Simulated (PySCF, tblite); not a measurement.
**C₅H₃N₃S: geometry, infrared bands and NMR shifts**

Wanted: the infrared bands and NMR shifts of C₅H₃N₃S (`[H]/N=C\c1nscc1C#N`), by calculation.

Programs: tblite 0.8.0 and PySCF 2.14.0, with density-fitted response routines of our own. Each step states its level of theory. These are calculated values for one molecule in the gas phase, unless marked as measured. Atoms are numbered from 0 throughout.

**1. The starting structure**

12 atoms, charge 0, multiplicity 1; geometry from: force field or distance geometry start.

Bonds of the start (Å): N0–C1 1.13, C1–C2 1.44, C2–C3 1.34, C3–S4 1.89, S4–N5 1.68, N5–C6 1.32, C6–C7 1.47, C7–N8 1.29, C6–C2 1.35, C3–H9 1.08, C7–H10 1.08, N8–H11 1.03.

**2. Optimising the geometry with GFN2-xTB**

The job: settings as JSON, then the geometry in Å.

```
{"job": {"kind": "relax", "xc": "GFN2-xTB", "basis": "xTB"}, "charge": 0, "multiplicity": 1}
N      0.200600     2.950000    -0.183900
C      0.395200     1.834200    -0.148900
C      0.692900     0.429700    -0.076900
C      1.912800    -0.082900     0.130200
S      1.958400    -1.974300     0.166500
N      0.313400    -1.787700    -0.132500
C     -0.200600    -0.573400    -0.232600
C     -1.635900    -0.344600    -0.478700
N     -2.380600    -0.279400     0.567600
H      2.834000     0.449100     0.301800
H     -2.034400    -0.255300    -1.479500
H     -2.054700    -0.366100     1.540900
```

Run with:

```sh
$ OMP_NUM_THREADS=1 python probes_run.py task.json out
```

The driver reads the jobs from task.json and runs them one after another.

**Question.** This job is followed by: GFN2-xTB harmonic vibrations, gas phase; GIAO PBE0/pcSseg-1 NMR shielding, non-relativistic, gas phase. What will the session give for the following? strongest single infrared mode (GFN2-xTB); zero-point energy (GFN2-xTB); 13C shifts against TMS (PBE0/pcSseg-1); 1H shifts against TMS (PBE0/pcSseg-1); 15N shifts against NH3 (PBE0/pcSseg-1); 33S shifts against CS2 (PBE0/pcSseg-1).

As calculated:

| quantity | value |
| --- | --- |
| strongest single infrared mode (GFN2-xTB) | 2375 cm⁻¹, 232 km/mol |
| zero-point energy (GFN2-xTB) | 45.9 kcal/mol |
| 13C shifts against TMS (PBE0/pcSseg-1) | 170.5, 165.1, 160.1, 116.8, 114.0 ppm |
| 1H shifts against TMS (PBE0/pcSseg-1) | 13.16, 9.05, 8.98 ppm |
| 15N shifts against NH3 (PBE0/pcSseg-1) | 379.5, 339.0, 331.7 ppm |
| 33S shifts against CS2 (PBE0/pcSseg-1) | 396 ppm |

In words: Relaxing lowered the energy by 1.313 eV in 109 steps; the close pair that moved most is C3–S4, from 1.892 to 1.710 Å. No mode is imaginary among the 30: a minimum at this level. The strongest single mode, at 2375 cm⁻¹, moves mainly C1 and N0. GFN2-xTB is a fitted tight-binding method: band positions and strengths are rough. Its intensities can rank the bands wrongly. At PBE0/pcSseg-1: The largest span, 752 ppm, is at N8, where the paramagnetic term is -433 ppm. NICS(1)zz of -28 ppm above the planar ring from C2 marks a diatropic (aromatic) ring current.
